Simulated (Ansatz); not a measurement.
# Si: the cost of one run

All numbers below are computed with Ansatz 0.2.0 (DFT LDA, plane waves, PAW, scalar-relativistic, no spin polarisation).

## (1) The system as given

The cell holds 16 atoms (Si16): a = 7.805 Å, b = 7.805 Å, c = 7.805 Å, α = 60.00°, β = 60.00°, γ = 60.00°.

As a file:

```
CELL_PARAMETERS angstrom
0.00000 5.51903 5.51903
5.51903 0.00000 5.51903
5.51903 5.51903 0.00000
ATOMIC_POSITIONS crystal
Si 0.00000 0.00000 0.00000
Si 0.12500 0.12500 0.12500
Si 0.00000 0.00000 0.50000
Si 0.12500 0.12500 0.62500
Si 0.00000 0.50000 0.00000
Si 0.12500 0.62500 0.12500
Si 0.00000 0.50000 0.50000
Si 0.12500 0.62500 0.62500
Si 0.50000 0.00000 0.00000
Si 0.62500 0.12500 0.12500
Si 0.50000 0.00000 0.50000
Si 0.62500 0.12500 0.62500
Si 0.50000 0.50000 0.00000
Si 0.62500 0.62500 0.12500
Si 0.50000 0.50000 0.50000
Si 0.62500 0.62500 0.62500
```

## (2) Run 1

110 steps of 1.5 fs under a Langevin thermostat at 2800 K.

input.yaml reads:

```yaml
accuracy: low
crystal:
  lattice:
    - [0.0, 5.519032, 5.519032]
    - [5.519032, 0.0, 5.519032]
    - [5.519032, 5.519032, 0.0]
  atoms:
    - { symbol: Si, position: [0.0, 0.0, 0.0] }
    - { symbol: Si, position: [0.125, 0.125, 0.125] }
    - { symbol: Si, position: [0.0, 0.0, 0.5] }
    - { symbol: Si, position: [0.125, 0.125, 0.625] }
    - { symbol: Si, position: [0.0, 0.5, 0.0] }
    - { symbol: Si, position: [0.125, 0.625, 0.125] }
    - { symbol: Si, position: [0.0, 0.5, 0.5] }
    - { symbol: Si, position: [0.125, 0.625, 0.625] }
    - { symbol: Si, position: [0.5, 0.0, 0.0] }
    - { symbol: Si, position: [0.625, 0.125, 0.125] }
    - { symbol: Si, position: [0.5, 0.0, 0.5] }
    - { symbol: Si, position: [0.625, 0.125, 0.625] }
    - { symbol: Si, position: [0.5, 0.5, 0.0] }
    - { symbol: Si, position: [0.625, 0.625, 0.125] }
    - { symbol: Si, position: [0.5, 0.5, 0.5] }
    - { symbol: Si, position: [0.625, 0.625, 0.625] }
basis:
  ecutwfc: 420.0
kpoints:
  mp_grid: { grid: [2, 2, 2] }
hamiltonian:
  xc: lda
scf:
  occupations: { method: fermi_dirac, width: 0.24 }
  lower_state_search: "off"
md:
  timestep: 1.5
  n_steps: 110
  ensemble: nvt_langevin
  temperature: 2800.0
  initial_velocities: maxwell_boltzmann
  seed: 96057
  friction: 0.02
```

Command:

```sh
ansatz run input.yaml --threads 1 --pin off --max-ram 3072MiB --backend cpu --events-out ev --progress --plain --runs-dir out
```

Q: Estimate wall time and peak memory on 1 thread of Arm Neoverse V2, shared host.

About 8.3 min, with a peak of 0.58 GiB.
